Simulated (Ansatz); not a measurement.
**BrHOSn: basis-set convergence**

One table from this session's results is given with a row withheld; the runs are named, their logs left out.

Program: Ansatz 0.2.0, Gaussian basis. Level of theory: one geometry, several basis sets. These are calculated values, not measurements.

The runs, in order: PBE0-D4/def2-SVP; ωB97M-V/def2-SVP; PBE0-D4/def2-QZVPP; ωB97M-V/def2-QZVPP; the functionals' def2-TZVPP values are taken from earlier runs.

## Structure used throughout

An earlier PBE0-D4 in a triple-zeta def2 set relaxation fixed the geometry. Sn takes the def2 core potential; no spin-orbit term is included.

4 atoms, charge 0, spin multiplicity 1.

Atoms are counted from 1 here; the program's logs count them from 0.

Bond lengths: O1–Sn2 1.975 Å, O1–H4 0.962 Å, Sn2–Br3 2.517 Å. Angles: Sn2–O1–H4 114.8°, O1–Sn2–Br3 94.6°.

Set-up of the first run:

Contents of in.yaml:

```yaml
crystal:
  periodic: [false, false, false]
  atoms:
    - {symbol: O, position_ang: [-0.446336, 0.542383, -0.727755]}
    - {symbol: Sn, position_ang: [-0.328813, -0.563506, 0.903863]}
    - {symbol: Br, position_ang: [2.164204, -0.876392, 0.756342]}
    - {symbol: H, position_ang: [-1.333455, 0.837215, -0.952850]}
basis:
  gaussian: {orbitals: def2-SVP}
hamiltonian: {xc: pbe0, dispersion: d4}
output: {orbitals: {seedname: orbitals}}
```

Among the steps run: PBE0-D4 in def2-SVP; ωB97M-V in def2-SVP; PBE0-D4 in def2-QZVPP; ωB97M-V in def2-QZVPP.

One table of the session follows, with a row left open; its other results are not shown here.

It belongs to the step «Density functionals: the series». 

```
functional       basis  HOMO (eV)  LUMO (eV)
   PBE0-D4    def2-SVP      -7.31      -2.46
   PBE0-D4  def2-TZVPP      -7.48      -2.59
   PBE0-D4  def2-QZVPP      -7.52      -2.62
   ωB97M-V    def2-SVP      -9.33      -0.63
   ωB97M-V  def2-TZVPP          ?          ?
   ωB97M-V  def2-QZVPP      -9.58      -0.90
```

Q: Estimate the row for ωB97M-V, def2-TZVPP from the others.

As computed: HOMO (eV): -9.54; LUMO (eV): -0.84. In the column «HOMO (eV)» it lies between ωB97M-V, def2-QZVPP (-9.58) and ωB97M-V, def2-SVP (-9.33).
